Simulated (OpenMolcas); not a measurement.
# W⁴⁺ among point charges: CASSCF and CASPT2 levels and susceptibility, part 2 of 2

Aim: the splitting of the states of W⁴⁺ in the field of 2 point charges, its lowest levels with spin-orbit coupling and its magnetic susceptibility.

OpenMolcas 26.06; ANO-RCC-VDZP, DKH2, active space 2 electrons in 5 orbitals (5d), orbitals: per spin and parity. Surroundings: 2 point charges of -1.5 e arranged as a linear pair (D∞h), 1.86 Å from the ion. The steps go on from the part before.

### 6 CASPT2: IPEA 0.25, imaginary shift 0.1 (closed shells correlated: 4f 5s 5p)

Input file a.inp:

```
>>> COPY JOB001 $Project.JobIph
&CASPT2
Multistate=10 1 2 3 4 5 6 7 8 9 10
NoMult
Frozen=14 9
IPEA=0.25
Imaginary=0.1
MaxIter=60
WThr=0.0 0.3 0.05
PrWF=0.5
NoMix
>>> COPY JOB002 $Project.JobIph
&CASPT2
Multistate=15 1 2 3 4 5 6 7 8 9 10 11 12 13 14 15
NoMult
Frozen=14 9
IPEA=0.25
Imaginary=0.1
MaxIter=60
WThr=0.0 0.3 0.05
PrWF=0.5
NoMix
```

Command:

```
> OMP_NUM_THREADS=1 MOLCAS_MEM=1689 MOLCAS_PROJECT=a pymolcas a.inp > a.log
```

The program printed:

```text
Orbital specifications:
      -----------------------

      Symmetry species                           1   2
                                                ag  au
      Frozen orbitals                           14   9
      Inactive orbitals                          1  10
      Active orbitals                            5   0
      Secondary orbitals                        16  13
      Deleted orbitals                           0   0
      Number of basis functions                 36  32
Type of calculation                        SS-CASPT2
      Fock operator                              state-specific
      IPEA shift                                 0.25
      Real shift                                 0.00
      Imaginary shift                            0.10
      The input orbitals will be transformed to quasi-canonical
Reference energy:      -16127.8012729035
      E2 (Non-variational):      -0.7512308619
      Shift correction:          -0.0001071844
      E2 (Variational):          -0.7513380463
      Total energy:          -16128.5526109498
      Residual norm:              0.0000007949
      Reference weight:           0.92751
      Contributions to the CASPT2 correlation energy
      Active & Virtual Only:         -0.0040468425
      One Inactive Excited:          -0.0790882590
      Two Inactive Excited:          -0.6680957604
Reference energy:      -16127.7688122839
      E2 (Non-variational):      -0.7495895450
      Shift correction:          -0.0001063912
      E2 (Variational):          -0.7496959362
      Total energy:          -16128.5185082201
      Residual norm:              0.0000000501
      Reference weight:           0.92775
      Contributions to the CASPT2 correlation energy
      Active & Virtual Only:         -0.0022580160
      One Inactive Excited:          -0.0809508786
      Two Inactive Excited:          -0.6663806503
::    CASPT2 Root  1     Total energy: -16128.55261095
::    CASPT2 Root  2     Total energy: -16128.51850822
::    CASPT2 Root  3     Total energy: -16128.51850822
::    CASPT2 Root  4     Total energy: -16128.50475422
::    CASPT2 Root  5     Total energy: -16128.50475422
::    CASPT2 Root  6     Total energy: -16128.49655579
::    CASPT2 Root  7     Total energy: -16128.49656289
::    CASPT2 Root  8     Total energy: -16128.43504632
::    CASPT2 Root  9     Total energy: -16128.40086594
::    CASPT2 Root 10     Total energy: -16128.40086593
Orbital specifications:
      -----------------------

      Symmetry species                           1   2
                                                ag  au
      Frozen orbitals                           14   9
      Inactive orbitals                          1  10
      Active orbitals                            5   0
      Secondary orbitals                        16  13
      Deleted orbitals                           0   0
      Number of basis functions                 36  32
Type of calculation                        SS-CASPT2
      Fock operator                              state-specific
      IPEA shift                                 0.25
      Real shift                                 0.00
      Imaginary shift                            0.10
      The input orbitals will be transformed to quasi-canonical
Reference energy:      -16127.7693756443
      E2 (Non-variational):      -0.7514330210
      Shift correction:          -0.0001071105
      E2 (Variational):          -0.7515401314
      Total energy:          -16128.5209157757
      Residual norm:              0.0000005809
      Reference weight:           0.92744
      Contributions to the CASPT2 correlation energy
      Active & Virtual Only:         -0.0038648653
      One Inactive Excited:          -0.0805618857
      Two Inactive Excited:          -0.6670062700
Reference energy:      -16127.7693756443
      E2 (Non-variational):      -0.7514330195
      Shift correction:          -0.0001071105
      E2 (Variational):          -0.7515401299
      Total energy:          -16128.5209157742
      Residual norm:              0.0000005809
      Reference weight:           0.92744
      Contributions to the CASPT2 correlation energy
      Active & Virtual Only:         -0.0038648653
      One Inactive Excited:          -0.0805618842
      Two Inactive Excited:          -0.6670062700
::    CASPT2 Root  1     Total energy: -16128.52091578
::    CASPT2 Root  2     Total energy: -16128.52091577
::    CASPT2 Root  3     Total energy: -16128.52181406
::    CASPT2 Root  4     Total energy: -16128.48040285
::    CASPT2 Root  5     Total energy: -16128.48040285
::    CASPT2 Root  6     Total energy: -16128.45227745
::    CASPT2 Root  7     Total energy: -16128.45227745
::    CASPT2 Root  8     Total energy: -16128.43090202
::    CASPT2 Root  9     Total energy: -16128.43090088
::    CASPT2 Root 10     Total energy: -16128.39179368
::    CASPT2 Root 11     Total energy: -16128.39181407
::    CASPT2 Root 12     Total energy: -16128.37615763
::    CASPT2 Root 13     Total energy: -16128.37615763
::    CASPT2 Root 14     Total energy: -16128.36682320
::    CASPT2 Root 15     Total energy: -16128.31848211
```

This run: 4.1 s of run time, 1 thread of Arm Neoverse V1, shared host.

SS-CASPT2: lowest energy less the reference's lowest, -0.7513 hartree; reference weights 0.915 to 0.928.

States without spin-orbit coupling:

| state | degeneracy | E (cm-1) | free-ion L (%) |
| --- | --- | --- | --- |
| 3Sigma | 1 | 0 | P (59) |
| 1Sigma | 1 | 6759 | D (85) |
| 1Gamma | 2 | 6956 | G (100) |
| 3Phi | 2 | 7485 | F (100) |
| 3Pi | 2 | 10503 | F (81) |
| 3Delta | 2 | 12302 | F (100) |
| 1Pi | 2 | 15848 | D (95) |
| 1Phi | 2 | 22021 | G (100) |
| 3Sigma | 1 | 25802 | F (59) |
| 1Delta | 2 | 26712 | D (62) |
| 3Pi | 2 | 33304 | P (81) |
| 1Delta | 2 | 35293 | G (62) |
| 1Pi | 2 | 38727 | G (95) |
| 1Sigma | 1 | 40776 | G (96) |
| 1Sigma | 1 | 51385 | S (88) |

With spin-orbit coupling:

| E (cm-1) | Degeneracy | 2S+1 | g |
| --- | --- | --- | --- |
| 0 | 1 | 3 |  |
| 4800 | 2 | 3 | 0.00 0.00 3.81 |
| 6350 | 2 | 3 | 0.00 0.00 2.24 |
| 9260 | 2 | 3 | 0.00 0.00 1.35 |
| 10990 | 2 | 1 | 0.00 0.00 8.36 |
| 12260 | 2 | 3 | 0.00 0.00 6.16 |
| 14590 | 1 | 3 |  |
| 15030 | 2 | 3 | 0.00 0.00 5.00 |
| 15320 | 1 | 3 |  |
| 16180 | 1 | 1 |  |
| 17830 | 2 | 3 | 0.00 0.00 0.91 |
| 19960 | 2 | 3 | 0.00 0.00 9.64 |
| 20250 | 2 | 3 | 0.00 0.00 4.75 |
| 20820 | 2 | 3 | 0.00 0.00 7.56 |
| 24470 | 2 | 1 | 0.00 0.00 2.11 |
| 29090 | 2 | 1 | 0.00 0.00 6.29 |
| 29220 | 1 | 3 |  |
| 31520 | 2 | 3 | 0.00 0.00 3.67 |
| 32800 | 2 | 1 | 0.00 0.00 4.29 |
| 37170 | 1 | 3 |  |
| 37350 | 1 | 3 |  |
| 38170 | 2 | 1 | 0.00 0.00 4.74 |
| 39260 | 2 | 3 | 0.00 0.00 2.09 |
| 45180 | 2 | 3 | 0.00 0.00 4.99 |

Powder χT (cm³ K/mol): 0.00 at 2 K, 0.00 at 5 K, 0.00 at 10 K, 0.00 at 20 K, 0.01 at 50 K, 0.01 at 100 K, 0.02 at 150 K, 0.03 at 200 K, 0.04 at 250 K, 0.04 at 300 K.

### 7 The methods side by side

A. CASSCF
B. SS-CASPT2, IPEA 0.25, imaginary shift 0.1 (closed shells correlated: 4f 5s 5p)

| method | ground state | first state of that spin (cm-1) | first gap with spin-orbit (cm-1) | χT at 300 K |
| --- | --- | --- | --- | --- |
| A | 3Sigma | 3Phi 7124 | 4631.3 | 0.04 |
| B | 3Sigma | 3Phi 7485 | 4801.1 | 0.04 |

### 8 Summary of results

This closing draws on all 2 parts.

```
                                            quantity                                                                           value
                                              method  SS-CASPT2, IPEA 0.25, imaginary shift 0.1 (closed shells correlated: 4f 5s 5p)
                              spin-free ground state                                              3Sigma, 1-fold in its orbital part
first state of the same spin within the active space                                                               3Phi at 7480 cm⁻¹
                                        lowest level                                                                          1-fold
                                          next level                                                                     4801.1 cm⁻¹
                                         χT at 300 K                                                                  0.04 cm³ K/mol
                           effective moment at 300 K                                                                         0.58 μB
```

Cost by method:

| method | time of its own steps | time with the reference |
| --- | --- | --- |
| A. CASSCF | 5.9 s | 5.9 s |
| B. SS-CASPT2, IPEA 0.25, imaginary shift 0.1, +4f 5s 5p | 4.1 s | 10 s |

Times are of one thread on a shared host.

**Reading.** The spin-free ground state (3Sigma) comes to 59 % from free-ion P terms and keeps the highest spin of the shell. χT at 300 K is 0.04, against 1.00 cm³ K/mol for the spin alone, so spin-orbit coupling lowers it. The field of point charges can differ much from that of real complexes. Point charges carry no covalency, so the field is a model and not that of real ligands.
